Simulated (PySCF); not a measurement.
# C11H14O2: the cost of one run

Programs: PySCF 2.14.0, with routines of our own; each step states its level. All values are computed. Atoms count from 0.

## 1. The starting structure

27 atoms, charge 0, multiplicity 1; geometry from: GFN2-xTB.

## 2. NMR shifts: GIAO KT3/pcSseg-1

What the job is given:

```
{"job": {"kind": "nmr", "xc": "KT3", "basis": "pcSseg-1", "pop": false}, "charge": 0, "multiplicity": 1}
C     -2.336790     0.038849    -1.747101
C     -2.067880    -0.255873    -0.271507
C     -2.712804     0.800620     0.625687
C     -2.566841    -1.654358     0.098275
O     -0.642303    -0.319359    -0.025005
C      0.148992     0.730731    -0.236525
O     -0.212555     1.810952    -0.641003
C      1.567192     0.415308     0.089714
C      1.954853    -0.838396     0.553911
C      3.284212    -1.083347     0.843615
C      4.231471    -0.085811     0.673182
C      3.849308     1.163797     0.211527
C      2.521863     1.414536    -0.079095
H     -2.009445     1.044451    -1.996444
H     -3.400996    -0.047296    -1.948101
H     -1.800079    -0.670578    -2.373867
H     -2.437773     0.627390     1.664383
H     -2.381120     1.794163     0.336176
H     -3.794106     0.746680     0.533072
H     -2.338724    -1.868295     1.139652
H     -3.640899    -1.718975    -0.050220
H     -2.077332    -2.401375    -0.521964
H      1.212566    -1.610368     0.683899
H      3.584185    -2.056585     1.203177
H      5.269157    -0.282153     0.900503
H      4.586251     1.942101     0.079008
H      2.197660     2.379041    -0.439422
```

With the program's defaults for keys left out, this is: GIAO KT3/pcSseg-1 NMR shielding, non-relativistic, gas phase.

Launch:

```bash
OMP_NUM_THREADS=1 python large_run.py task.json out
```

One launch serves the whole session: the jobs run in the order shown.

Q: Estimate the wall time and peak memory of this job on 1 thread of Arm Neoverse V1, shared host.

About 21 s, with a peak of 0.52 GiB.
